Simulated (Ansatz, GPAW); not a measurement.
SnSO: PBE in single-zeta orbitals, run from Python

These are simulated results from GPAW 26.7.0, not measurements. The cell was built from a prototype and was relaxed with r2SCAN in plane waves (Ansatz 0.2.0). It may be hypothetical. It is a single sheet, repeated along a and b, with vacuum along c. All runs are without spin polarisation.

The sheet's in-plane cell has a = 3.327 Å, b = 3.327 Å (γ = 120.0°), and its outermost atoms lie 2.77 Å apart along the normal. Sn has 3 O at 2.21 Å and 3 S at 2.55 Å; O has 3 Sn at 2.21 Å; S has 3 Sn at 2.55 Å.

The basis is minimal: single zeta, one radial function for each shell that the log's basis lists. It describes the filled bands fairly and the empty ones poorly.

The script, run.py:

```python
import json
from ase import Atoms
from gpaw import GPAW, PW, FermiDirac

atoms = Atoms(['Sn', 'O', 'S'],
              cell=[[3.3271578, 0.0, 0.0], [-1.6635789, 2.88140318, 0.0], [0.0, 0.0, 29.5065668]],
              scaled_positions=[[0.333333333, 0.666666667, 0.31171377], [0.666666667, 0.333333333, 0.348669446], [0.666666667, 0.333333333, 0.254667328]],
              pbc=True)
calc = GPAW(mode='lcao', basis='sz(dzp)', h=0.2, xc='PBE', kpts={'size': (6, 6, 1), 'gamma': True},
            occupations=FermiDirac(0.02), maxiter=100, legacy_gpaw=True, txt='gpaw.txt')
atoms.calc = calc
res = {'energy': atoms.get_potential_energy(force_consistent=True)}
res['electrons'] = calc.get_number_of_electrons()
res['k'] = calc.get_ibz_k_points().tolist()
res['levels'] = [calc.get_eigenvalues(kpt=i).tolist() for i in range(len(res['k']))]
points = [[0.0, 0.0, 0.0], [0.5, 0.0, 0.0], [0.333333, 0.333333, 0.0], [0.033333, 0.033333, 0.0]]
bands = calc.fixed_density(kpts=points, symmetry='off', txt='bands.txt')
res['points'] = [bands.get_eigenvalues(kpt=i).tolist() for i in range(len(points))]
json.dump(res, open('results.json', 'w'))
print('free energy (eV):', round(res['energy'], 5))
```

Command: `python run.py`. It took 5.9 s on 1 thread of Arm Neoverse V1 (shared host), peak memory 0.21 GiB.

The log gpaw.txt, trimmed of paths, versions and times, then the last line on the terminal. An iter line gives the energy in eV and the logarithms of the changes of orbitals (plane waves alone) and density (c: converged):

```
___ ___ ___ _ _ _
 |   |   |_  | | | |

 | | | | | . | | | |

 |__ |  _|___|_____|  26.7.0
 |___|_|

Input parameters:
  basis: sz(dzp)
  h: 0.2
  kpts: {gamma: True,
         size: (6, 6, 1)}
  maxiter: 100
  mode: lcao
  occupations: {fixmagmom: False,
                name: fermi-dirac,
                width: 0.02}
  xc: PBE

System changes: positions, numbers, cell, pbc, initial_charges, initial_magmoms

Initialize ...

species:
  Sn:
    name:    Tin
    Z:       50.0
    valence: 14
    core:    36
    charge:  0.0  # [|e|]
    compensation charges:
      type: gauss
      rc: 0.38  # [Å]
      lmax: 2
    cutoffs:
      filter: 2.23  # [Å]
      core: 2.35  # [Å]
    projectors
    | kind |    occ | energy [eV] | rcut [Å] |

    |------|--------|-------------|----------|

    |   5s |  2.000 |     -10.538 |    1.201 |

    |   5p |  2.000 |      -3.696 |    1.270 |

    |   4d | 10.000 |     -25.845 |    1.185 |

    |    s |        |      16.674 |    1.201 |

    |    p |        |      23.515 |    1.270 |

    |    d |        |       1.367 |    1.185 |

    LCAO basis set for Sn:
      Name: sz(dzp)
      Number of radial functions: 3
      Number of spherical harmonics: 9
        l=0, rc=7.1250 Bohr: 5s-sz confined orbital
        l=1, rc=9.5469 Bohr: 5p-sz confined orbital
        l=2, rc=4.0625 Bohr: 4d-sz confined orbital
      Number of RI-basis functions 0

  O:
    name:    Oxygen
    Z:       8.0
    valence: 6
    core:    2
    charge:  0.0  # [|e|]
    compensation charges:
      type: gauss
      rc: 0.21  # [Å]
      lmax: 2
    cutoffs:
      filter: 1.17  # [Å]
      core: 0.83  # [Å]
    projectors
    | kind |    occ | energy [eV] | rcut [Å] |

    |------|--------|-------------|----------|

    |   2s |  2.000 |     -23.961 |    0.688 |

    |   2p |  4.000 |      -9.029 |    0.598 |

    |    s |        |       3.251 |    0.688 |

    |    p |        |      18.182 |    0.598 |

    |    d |        |       0.000 |    0.619 |

    LCAO basis set for O:
      Name: sz(dzp)
      Number of radial functions: 2
      Number of spherical harmonics: 4
        l=0, rc=4.3438 Bohr: 2s-sz confined orbital
        l=1, rc=5.3906 Bohr: 2p-sz confined orbital
      Number of RI-basis functions 0

  S:
    name:    Sulfur
    Z:       16.0
    valence: 6
    core:    10
    charge:  0.0  # [|e|]
    compensation charges:
      type: gauss
      rc: 0.24  # [Å]
      lmax: 2
    cutoffs:
      filter: 1.77  # [Å]
      core: 1.66  # [Å]
    projectors
    | kind |    occ | energy [eV] | rcut [Å] |

    |------|--------|-------------|----------|

    |   3s |  2.000 |     -17.254 |    0.974 |

    |   3p |  4.000 |      -7.008 |    0.979 |

    |    s |        |       9.957 |    0.974 |

    |    p |        |      20.203 |    0.979 |

    |    d |        |       0.000 |    0.900 |

    LCAO basis set for S:
      Name: sz(dzp)
      Number of radial functions: 2
      Number of spherical harmonics: 4
        l=0, rc=5.5156 Bohr: 3s-sz confined orbital
        l=1, rc=6.9375 Bohr: 3p-sz confined orbital
      Number of RI-basis functions 0

Reference energy: -180909.165506  # eV

Spin-paired calculation

Convergence criteria:
 Maximum [total energy] change in last 3 cyles: 0.0005 eV / valence electron
 Maximum integral of absolute [dens]ity change: 0.0001 electrons / valence electron
 Maximum integral of absolute [eigenst]ate change: 4e-08 eV^2 / valence electron
 Maximum number of scf [iter]ations: 100
 (Square brackets indicate name in SCF output, whereas a 'c' in
 the SCF output indicates the quantity has converged.)

Symmetries present (total): 2

  ( 1  0  0)  (-1  0  0)
  ( 0  1  0)  ( 1  1  0)
  ( 0  0  1)  ( 0  0  1)

36 k-points: 6 x 6 x 1 Monkhorst-Pack grid + [1/12,1/12,0.000000]
13 k-points in the irreducible part of the Brillouin zone
       k-points in crystal coordinates                weights
   0:     0.00000000    0.00000000    0.00000000          1/36
   1:     0.00000000    0.16666667    0.00000000          2/36
   2:     0.00000000    0.33333333    0.00000000          2/36
   3:     0.00000000    0.50000000    0.00000000          1/36
   4:     0.16666667    0.00000000    0.00000000          4/36
   5:     0.16666667    0.16666667    0.00000000          4/36
   6:     0.16666667    0.50000000    0.00000000          4/36
   7:     0.33333333   -0.16666667    0.00000000          2/36
   8:     0.33333333    0.00000000    0.00000000          4/36
   9:     0.33333333    0.33333333    0.00000000          2/36
          ...
  12:     0.50000000    0.50000000    0.00000000          2/36

Wave functions: LCAO
  Diagonalizer: Serial LAPACK
  Atomic Correction: dense with blas
  Data-type: complex

Occupation numbers: Fermi-Dirac:
  width: 0.0200  # eV

Eigensolver
   LCAO using direct dense diagonalizer

Densities:
  Coarse grid: 16*16*148 grid
  Fine grid: 32*32*296 grid
  Total Charge: 0.000000

Density mixing:
  Method: separate
  Backend: msr1
  Linear mixing parameter: 0.05
  old densities: 10
  Width of damping distribution: 1.1
  Damping of long wavelength oscillations: 20

Hamiltonian:
  XC and Coulomb potentials evaluated on a 32*32*296 grid
  Using the PBE Exchange-Correlation functional
  Interpolation: tri-quintic (5. degree polynomial)
  Poisson solver: FastPoissonSolver using
    Stencil: 8*3+1=25 point O(h^6) finite-difference Laplacian
    FFT axes: [np.int64(0), np.int64(1), np.int64(2)]
    FST axes: []

XC parameters: PBE with 2 nearest neighbor stencil

Memory estimate:
  Process memory now: 144.48 MiB
  Calculator: 30.45 MiB
    Density: 21.54 MiB
      Arrays: 7.52 MiB
      Localized functions: 8.24 MiB
      Mixer: 5.78 MiB
    Hamiltonian: 5.54 MiB
      Arrays: 4.91 MiB
      XC: 0.00 MiB
      Poisson: 0.00 MiB
      vbar: 0.63 MiB
    Wavefunctions: 3.37 MiB
      C [qnM]: 0.06 MiB
      S, T [2 x qmm]: 0.11 MiB
      P [aqMi]: 0.01 MiB
      BasisFunctions: 3.19 MiB
      Eigensolver: 0.00 MiB

Total number of cores used: 1

Number of atoms: 3
Number of atomic orbitals: 17
Number of bands in calculation: 17
Number of valence electrons: 26
Bands to converge: occupied
Positions:
   0 Sn    -0.000000    1.920935    9.197603    ( 0.0000,  0.0000,  0.0000)
   1 O      1.663579    0.960468   10.288038    ( 0.0000,  0.0000,  0.0000)
   2 S      1.663579    0.960468    7.514359    ( 0.0000,  0.0000,  0.0000)

Unit cell:
           periodic     x           y           z      points  spacing
  1. axis:    yes    3.327158    0.000000    0.000000    16     0.1801
  2. axis:    yes   -1.663579    2.881403    0.000000    16     0.1801
  3. axis:    yes    0.000000    0.000000   29.506567   148     0.1994

  Lengths:   3.327158   3.327158  29.506567
  Angles:   90.000000  90.000000 120.000000

Effective grid spacing dv^(1/3) = 0.1954

iter:   1   -12.777193        c
iter:   2   -12.098523        c -1.02
iter:   3   -10.145197        c -1.07
iter:   4   -10.177636        c -1.79
iter:   5   -10.145184        c -1.71
iter:   6   -10.068641        c -1.83
iter:   7   -10.067779        c -2.75
iter:   8   -10.067790c       c -3.47
iter:   9   -10.067748c       c -3.44
iter:  10   -10.067747c       c -4.46c

Converged after 10 iterations.

Energy contributions relative to reference atoms: (reference = -180909.165506)

Kinetic:        +95.218533
Potential:      -83.339078
External:        +0.000000
XC:             -22.460408
Entropy (-ST):   -0.001540
Local:           +0.513975
SIC:             +0.000000
--------------------------
Free energy:    -10.068517
Extrapolated:   -10.067747

Showing only first 2 kpts
 Kpt  Band  Eigenvalues  Occupancy
  0    11     -4.40906    2.00000
  0    12     -3.97595    1.02337
  0    13     -3.97408    0.97663
  0    14      0.62145    0.00000

  1    11     -5.16403    2.00000
  1    12     -4.34498    2.00000
  1    13     -3.29402    0.00000
  1    14      1.03540    0.00000

Fermi level: -3.97502

Gap: 0.002 eV
Transition (v -> c):
  (s=0, k=0, n=12, [0.00, 0.00, 0.00]) -> (s=0, k=0, n=13, [0.00, 0.00, 0.00])
No difference between direct/indirect transitions

free energy (eV): -10.06852
```

The gap in the log is over the mesh alone; results.json adds the listed points. PBE in single-zeta orbitals gives no gap (an overlap of 0.05 eV at the points read). On the same cell, plane-wave PBE (Ansatz, 12×12×1 k points and the special points) gives no gap (an overlap of 0.06 eV at the points read) and r2SCAN no gap at the points read; on shared hosts these took about 15 and 37 core-seconds on the 3-atom cell, against 5.9 for the script. Spin-orbit coupling, left out in all these runs, can cut or reorder the gap by tenths of an eV, up to about 1 eV with Pb or Bi.

Spin-orbit coupling is left out, which matters wherever the heavy atoms make up the band edges.
